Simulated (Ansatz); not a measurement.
# WS₂F₂: small, medium and large basis sets

How large a basis does WS₂F₂ need? Two functionals are run in growing sets.

Method: one geometry, several basis sets; program: Ansatz 0.2.0, Gaussian basis.

Levels to be run: PBE0-D4/def2-SVP; ωB97M-V/def2-SVP; PBE0-D4/def2-QZVPP; ωB97M-V/def2-QZVPP; the functionals' def2-TZVPP values are taken from earlier runs.

## 1. The geometry

An earlier PBE0-D4 in a triple-zeta def2 set relaxation fixed the geometry. W takes the def2 core potential; no spin-orbit term is included.

SMILES `[F][W]([F])(=[S])=[S]`, 5 atoms, charge 0, spin multiplicity 1.

Atoms are counted from 1 here; the program's logs count them from 0.

Bond lengths: F1–W2 1.842 Å, W2–F3 1.842 Å, W2–S4 2.111 Å, W2–S5 2.111 Å. Angles: F1–W2–F3 113.3°, F1–W2–S4 108.9°, F1–W2–S5 108.9°, F3–W2–S4 108.9°, F3–W2–S5 108.9°, S4–W2–S5 108.0°.

## 2. PBE0-D4 in def2-SVP

in.yaml reads:

```yaml
crystal:
  periodic: [false, false, false]
  atoms:
    - {symbol: F, position_ang: [-0.573774, -0.380919, 1.755249]}
    - {symbol: W, position_ang: [0.053658, -0.066770, 0.052383]}
    - {symbol: F, position_ang: [1.651575, -0.911510, -0.301441]}
    - {symbol: S, position_ang: [-1.390116, -0.727415, -1.339409]}
    - {symbol: S, position_ang: [0.308657, 2.012915, -0.208181]}
basis:
  gaussian: {orbitals: def2-SVP}
hamiltonian: {xc: pbe0, dispersion: d4}
output: {orbitals: {seedname: orbitals}}
```

The run is started by

```bash
$ ansatz run in.yaml --threads 4 --pin off --events-out ev --progress --plain --max-ram 10444MiB
```

Further steps of the session: ωB97M-V in def2-SVP; PBE0-D4 in def2-QZVPP; ωB97M-V in def2-QZVPP.

Before running them: what should the planned runs give, taken together? Wanted: PBE0-D4: double and triple zeta above quadruple; ωB97M-V: double and triple zeta above quadruple.

The runs gave:

```
                                       quantity           value
PBE0-D4: double and triple zeta above quadruple  15.85, 0.97 eV
ωB97M-V: double and triple zeta above quadruple  15.88, 0.91 eV
```

In words: PBE0-D4 gains 14.88 eV from double to triple zeta, then 0.97 eV more. These are total energies; as a rule much of such shifts cancels in differences, which this series doesn't test.
